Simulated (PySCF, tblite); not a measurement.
**C4H9B2O radical: geometry, infrared bands and EPR parameters**

What infrared bands and EPR parameters should C4H9B2O radical (`[H]/[C]=C(\C)COBB`) show?

Computed with tblite 0.8.0 and PySCF 2.14.0, with density-fitted response routines of our own, on a single molecule in the gas phase. Atoms count from 0, in the outputs and in this text.

## Step 1: The starting structure

16 atoms, charge 0, multiplicity 2; geometry from: force field or distance geometry start.

Bonds of the start (Å): B0–B1 1.69, B1–O2 1.46, O2–C3 1.38, C3–C4 1.50, C4–C5 1.34, C4–C6 1.50, B0–H7 1.20, B0–H8 1.19, B1–H9 1.20, C3–H10 1.10, C3–H11 1.12, C5–H12 1.09, C6–H13 1.11, C6–H14 1.10, C6–H15 1.11.

## Step 2: Optimising the geometry with GFN2-xTB

Job settings and geometry (Å):

```
{"job": {"kind": "relax", "xc": "GFN2-xTB", "basis": "xTB"}, "charge": 0, "multiplicity": 2}
B      2.850600     0.463800     0.615600
B      2.077600    -0.227900    -0.714200
O      0.619900    -0.258400    -0.766500
C      0.085000    -0.260900     0.509400
C     -1.413900    -0.292900     0.443100
C     -2.064300    -1.334000     0.987600
C     -2.169700     0.805400    -0.241300
H      3.479400    -0.235000     1.359100
H      3.363000     1.514400     0.369000
H      2.651100    -1.182600    -1.162700
H      0.466900     0.568200     1.131000
H      0.380300    -1.250600     0.951300
H     -3.146300    -1.420900     0.982400
H     -3.226300     0.454100    -0.285600
H     -1.799500     0.923200    -1.273700
H     -2.161200     1.742900     0.351500
```

Launch:

```sh
$ OMP_NUM_THREADS=1 python probes_run.py task.json out
```

The driver reads the jobs from task.json and runs them one after another.

**Question.** This job is followed by: GFN2-xTB harmonic vibrations, gas phase; UKS B3LYP, pcH-1 on B C H O, non-relativistic, mean-field spin-orbit, GIAO. Predict these results of the whole session: strongest single infrared mode (GFN2-xTB); zero-point energy (GFN2-xTB); g(iso) (B3LYP); ⟨S²⟩; largest a(iso) (averaged by class); surface potential, 1st and 99th percentile.

**Answer**, as computed:

| quantity | value |
| --- | --- |
| strongest single infrared mode (GFN2-xTB) | 2488 cm⁻¹, 192 km/mol |
| zero-point energy (GFN2-xTB) | 74.8 kcal/mol |
| g(iso) (B3LYP) | 2.00216 |
| ⟨S²⟩ | 0.759 (exact 0.75) |
| largest a(iso) (averaged by class) | 13C on C5, 299.6 MHz |
| surface potential, 1st and 99th percentile | -1.26 V and 1.46 V |

**Reading.** Relaxing lowered the energy by 1.458 eV in 202 steps; the close pair that moved most is B1–O2, from 1.459 to 1.336 Å. All 42 modes are real, so the xTB geometry is a minimum. The strongest single mode, at 2488 cm⁻¹, moves mainly H9. GFN2-xTB is a fitted tight-binding method: band positions and strengths are rough. Its intensities can rank the bands wrongly. C5 carries the largest spin population, 1.05 e. The isotropic g lies 0.2 ppt below the free-electron value.
